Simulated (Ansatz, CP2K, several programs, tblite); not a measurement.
Energy against volume for an ordered 8-atom cell of KScSe2 on the rocksalt lattice (Pmmn), at fixed shape and fractional coordinates, computed by several methods (PBE and r2SCAN, where shown, with plane waves in Ansatz); the cell shown is that of r2SCAN. With free coordinates or axes held, a curve is too stiff, and on another method's shape its minimum isn't the method's own volume. Space group Pmmn (No. 59), orthorhombic; a = 3.914 Å, b = 5.906 Å, c = 9.100 Å in the conventional setting, 26.29 Å³ an atom. K is surrounded by 6 Se at 3.05–3.34 Å; Se is surrounded by 2 Sc at 2.65 Å and 4 K at 3.05–3.34 Å; Sc is surrounded by 6 Se at 2.65–2.96 Å; Se is surrounded by 4 Sc at 2.72–2.96 Å and 2 K at 3.34 Å. Simulation only: spin-unpolarised, and no claim that this is the phase found in nature. Energies count from each curve's lowest point; fits are third-order Birch-Murnaghan.

```cif
data_structure
_symmetry_space_group_name_H-M 'P 1'
_symmetry_Int_Tables_number 1
_cell_length_a 3.9139
_cell_length_b 5.9063
_cell_length_c 9.0996
_cell_angle_alpha 90.000
_cell_angle_beta 90.000
_cell_angle_gamma 90.000
_cell_volume 210.35
loop_
_atom_site_label
_atom_site_type_symbol
_atom_site_fract_x
_atom_site_fract_y
_atom_site_fract_z
_atom_site_occupancy
K1 K 0.00000 0.00000 0.89261 1
Se1 Se 0.00000 0.50000 0.81001 1
K2 K 0.50000 0.50000 0.10739 1
Se2 Se 0.50000 0.00000 0.18999 1
Sc1 Sc 0.00000 0.00000 0.38643 1
Se3 Se 0.00000 0.50000 0.40530 1
Sc2 Sc 0.50000 0.50000 0.61357 1
Se4 Se 0.50000 0.00000 0.59470 1
```

PBE/SZV (CP2K), on the shape of the cell shown:
```tsv
V (Å³/atom)	E (meV/atom)
23.139	112.34
24.717	32.35
26.294	0.00
27.872	2.05
29.450	29.04
```
V₀ = 26.95 Å³ an atom and B₀ = 52 GPa.

r2SCAN, on the shape of its own relaxed cell:
```csv
V (Å³/atom),E (meV/atom)
24.717,17.19
25.505,4.07
26.294,0.00
27.083,3.67
27.872,13.99
```
V₀ = 26.29 Å³ an atom and B₀ = 52 GPa.

GFN2-xTB (tblite), on the shape of the cell shown, as a cluster of 48 atoms at the zone centre:
```csv
V (Å³/atom),E (meV/atom)
23.139,60.90
24.717,14.34
26.294,0.00
27.872,7.74
29.450,27.68
```
V₀ = 26.43 Å³ an atom and B₀ = 34 GPa.

PBE/DZVP (CP2K), on the shape of the cell shown:

| V (Å³/atom) | E (meV/atom) |
| --- | --- |
| 23.139 | 94.31 |
| 24.717 | 26.19 |
| 26.294 | 0.00 |
| 27.872 | 4.62 |
| 29.450 | 32.00 |

V₀ = 26.79 Å³ an atom and B₀ = 48 GPa.

Question: light PBE (260 eV, its own mesh), on the shape of the cell shown, gives
```csv
V (Å³/atom),E (meV/atom)
24.191,62.86
25.242,21.99
26.294,3.41
27.346,0.00
28.398,9.27
29.450,25.83
```
What equilibrium volume and bulk modulus follow?

Answer: V₀ = 27.03 Å³ an atom and B₀ = 49 GPa.
